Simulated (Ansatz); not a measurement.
# Cd: the cost of one run

Program: Ansatz 0.2.0. Level of theory: DFT PBE, scalar-relativistic, plane waves, PAW. These are calculated values, not measurements.

6 further runs of the same task are left out: 1 that didn't finish, 5 set aside as unsound or not needed.

## Step 1: Starting point

It takes space group P6_3/mmc (No. 194, hexagonal). The conventional cell has a = 3.093 Å, b = 3.093 Å, c = 10.431 Å, α = 90.00°, β = 90.00°, γ = 120.00°. Around Cd (site symmetry -3m) lie 12 Cd at 3.09 to 3.16 Å. Cd (site symmetry -6m2) has 12 Cd at 3.09 to 3.16 Å as nearest neighbours.

As a file:

```xyz
4
Lattice="3.0931 0.0000 0.0000 -1.5465 2.6787 0.0000 0.0000 0.0000 10.4307" Properties=species:S:1:pos:R:3 pbc="T T T"
Cd    0.0000    0.0000    0.0000
Cd    0.0000    1.7858    2.6077
Cd    0.0000    0.0000    5.2154
Cd    1.5465    0.8929    7.8231
```

The structure comes from the Materials Project (structure only).

(A quick probe on a coarse mesh, which set the mesh and smearing, is not shown.)

## Step 3: Full relaxation

Contents of input.yaml:

```yaml
crystal:
  lattice:
    - [3.0930676374, 0.0, 0.0]
    - [-1.5465338187, 2.6786751496, 0.0]
    - [0.0, 0.0, 10.43073696]
  atoms:
    - { symbol: Cd, position: [0.0, 0.0, 0.0] }
    - { symbol: Cd, position: [0.33333333, 0.66666667, 0.25] }
    - { symbol: Cd, position: [0.0, 0.0, 0.5] }
    - { symbol: Cd, position: [0.66666667, 0.33333333, 0.75] }
basis:
  ecutwfc: 420
kpoints:
  mp_grid: { grid: [12, 12, 4] }
hamiltonian:
  xc: pbe
scf:
  occupations: { method: gaussian, width: 0.1 }
output:
  forces: true
  stress: true
  eigenvalues: true
  write_density: true
  write_potential: true
  elf: true
  volumetric_format: npy
relax:
  adjacent_minimum: "off"
  f_tol: 0.02
  max_steps: 70
  cell: { stress_tol: 0.1 }
```

Run with:

```console
> ansatz run input.yaml --threads 2 --pin off --max-ram 5120MiB --backend cpu --events-out ev --progress --plain --runs-dir out
```

**Question.** How long does this run take on 2 threads of Intel Xeon Platinum 8559C (Emerald Rapids), shared host, and how much memory does it need?

About 53 s, with a peak of 0.56 GiB.
